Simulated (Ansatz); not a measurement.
# CuW2: one candidate structure

Aim: relax CuW2 from this start, random cell with space group Pbam (No. 55), and see where it ends.

Method: DFT PBE, scalar-relativistic, plane waves, PAW, in Ansatz 0.2.0.

## 1. The structure to begin with

The structure is orthorhombic, space group Pbam (No. 55). The conventional cell has a = 4.578 Å, b = 5.415 Å, c = 4.234 Å, α = 90.00°, β = 90.00°, γ = 90.00°. Cu (site symmetry 2/m) is surrounded by 2 W at 1.81 Å. W (site symmetry m) is surrounded by 1 Cu at 1.81 Å and 1 W at 1.81 Å.

As a file:

```
Cu W
1.0
     4.57801    0.00000    0.00000
     0.00000    5.41487    0.00000
     0.00000    0.00000    4.23360
Cu W
2 4
Direct
  0.50000 0.00000 0.50000
  0.00000 0.50000 0.50000
  0.01011 0.16667 0.50000
  0.51011 0.33333 0.50000
  0.48989 0.66667 0.50000
  0.98989 0.83333 0.50000
```

## 2. Coarse relaxation

Input file input.yaml:

```yaml
crystal:
  lattice:
    - [4.5780118182, 0.0, 0.0]
    - [0.0, 5.4148666254, 0.0]
    - [0.0, 0.0, 4.2336017697]
  atoms:
    - { symbol: Cu, position: [0.5, 0.0, 0.5] }
    - { symbol: Cu, position: [0.0, 0.5, 0.5] }
    - { symbol: W, position: [0.0101068018, 0.1666666667, 0.5] }
    - { symbol: W, position: [0.5101068018, 0.3333333333, 0.5] }
    - { symbol: W, position: [0.4898931982, 0.6666666667, 0.5] }
    - { symbol: W, position: [0.9898931982, 0.8333333333, 0.5] }
basis:
  ecutwfc: 420
kpoints:
  mp_grid: { grid: [4, 4, 4] }
hamiltonian:
  xc: pbe
scf:
  occupations: { method: gaussian, width: 0.1 }
  lower_state_search: "off"
output:
  forces: true
  stress: true
  eigenvalues: true
relax:
  adjacent_minimum: "off"
  f_tol: 0.04
  max_steps: 70
  cell: { stress_tol: 0.4 }
```

The run is started by

```sh
ansatz run input.yaml --threads 1 --pin off --max-ram 2560MiB --backend cpu --events-out ev --progress --plain --runs-dir out
```

The session goes on with these runs: a loose first relaxation; full relaxation.

**Question.** What will these runs give?

As calculated:

Formation energies count from the elements, computed with the same settings in runs not shown here.

| quantity | value |
| --- | --- |
| cell | a = 4.636 Å, b = 4.636 Å, c = 2.614 Å, α = 90.00°, β = 90.00°, γ = 120.00° |
| space group | P6/mmm (No. 191) |
| volume | 16.22 Å³/atom |
| gap on the mesh | none (metal) |
| formation energy from the elements | +0.885 eV/atom |

What this shows: The structure ended in another space group than at the start: Pbam to P6/mmm. The formation energy of +0.89 eV/atom is positive, so the elements lie lower than this structure; another structure of the compound can lie lower. Spin-orbit coupling is left out for W.
